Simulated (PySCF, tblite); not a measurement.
# C₆H₁₃NSi: geometry, infrared bands and NMR shifts

Aim: predict the infrared bands and NMR shifts of C₆H₁₃NSi (`C=C1C[Si@@H](C)N[C@@H]1C`).

Programs: tblite 0.8.0 and PySCF 2.14.0, with density-fitted response routines of our own. Each step states its level of theory. These are calculated values for one molecule in the gas phase, unless marked as measured. Atoms are numbered from 0 throughout.

## 1. The starting structure

21 atoms, charge 0, multiplicity 1; geometry from: force field or distance geometry start.

Bonds of the start (Å): C0–C1 1.31, C1–C2 1.52, C2–Si3 1.88, Si3–C4 1.86, Si3–N5 1.81, N5–C6 1.47, C6–C7 1.49, C6–C1 1.49, C0–H8 1.08, C0–H9 1.08, C2–H10 1.08, C2–H11 1.11, Si3–H12 1.42, C4–H13 1.11, C4–H14 1.11, C4–H15 1.12, N5–H16 1.03, C6–H17 1.13, C7–H18 1.11, C7–H19 1.13, C7–H20 1.13.

## 2. Relaxing the molecule with GFN2-xTB

The job: settings as JSON, then the geometry in Å.

```
{"job": {"kind": "relax", "xc": "GFN2-xTB", "basis": "xTB"}, "charge": 0, "multiplicity": 1}
C     -1.857200     1.679500     0.270200
C     -0.811700     0.887700     0.344700
C      0.582800     1.305800     0.776600
Si     1.570700     0.255400    -0.436400
C      2.649800    -0.967900     0.458600
N      0.174300    -0.684400    -1.108100
C     -0.694000    -0.572900     0.069000
C     -2.021400    -1.226800    -0.124800
H     -2.844100     1.351800    -0.031200
H     -1.724200     2.721500     0.530100
H      0.795000     1.063800     1.811100
H      0.733700     2.377000     0.532800
H      2.218600     1.104300    -1.376300
H      2.429100    -1.977700     0.044800
H      3.725200    -0.755700     0.279100
H      2.438000    -1.013500     1.561300
H     -0.225900    -0.093500    -1.852300
H     -0.103800    -1.087700     0.890000
H     -2.770200    -0.585900    -0.642100
H     -1.869000    -2.173300    -0.714200
H     -2.404800    -1.590600     0.871400
```

Started as:

```console
$ OMP_NUM_THREADS=1 python probes_run.py task.json out
```

One launch serves the whole session: the jobs run in the order shown.

**Question.** This job is followed by: GFN2-xTB harmonic vibrations, gas phase; GIAO PBE0/pcSseg-1 NMR shielding, non-relativistic, gas phase. What will the session give for the following? strongest single infrared mode (GFN2-xTB); zero-point energy (GFN2-xTB); ¹³C shifts against TMS (PBE0/pcSseg-1); ¹H shifts against TMS (PBE0/pcSseg-1, means over atoms taken as alike); ²⁹Si shifts against TMS (PBE0/pcSseg-1); ¹⁵N shifts against NH3 (PBE0/pcSseg-1).

As calculated:

| quantity | value |
| --- | --- |
| strongest single infrared mode (GFN2-xTB) | 2128 cm⁻¹, 396 km/mol |
| zero-point energy (GFN2-xTB) | 110.3 kcal/mol |
| ¹³C shifts against TMS (PBE0/pcSseg-1) | 160.9, 114.0, 63.3, 30.2, 17.4, 0.2 ppm |
| ¹H shifts against TMS (PBE0/pcSseg-1, means over atoms taken as alike) | 5.37, 5.35, 5.16, 4.00, 2.09, 1.65, 1.07, 0.32, 0.10 ppm |
| ²⁹Si shifts against TMS (PBE0/pcSseg-1) | -5.9 ppm |
| ¹⁵N shifts against NH3 (PBE0/pcSseg-1) | 53.7 ppm |

What this shows: Over 230 steps the energy fell by 1.043 eV; of the close pairs, Si3–N5 changed most, 1.812 to 1.718 Å. All 57 modes are real, so the xTB geometry is a minimum. The strongest single mode, at 2128 cm⁻¹, moves mainly H12. GFN2-xTB is a fitted tight-binding method: band positions and strengths are rough. Its intensities can rank the bands wrongly. C1 (fully substituted alkene carbon) lies farthest downfield among carbon, at 160.9 ppm; as expected for a trigonal carbon in a double bond. At PBE0/pcSseg-1: The widest tensor belongs to C1: span 235 ppm, with a paramagnetic part of -237 ppm.
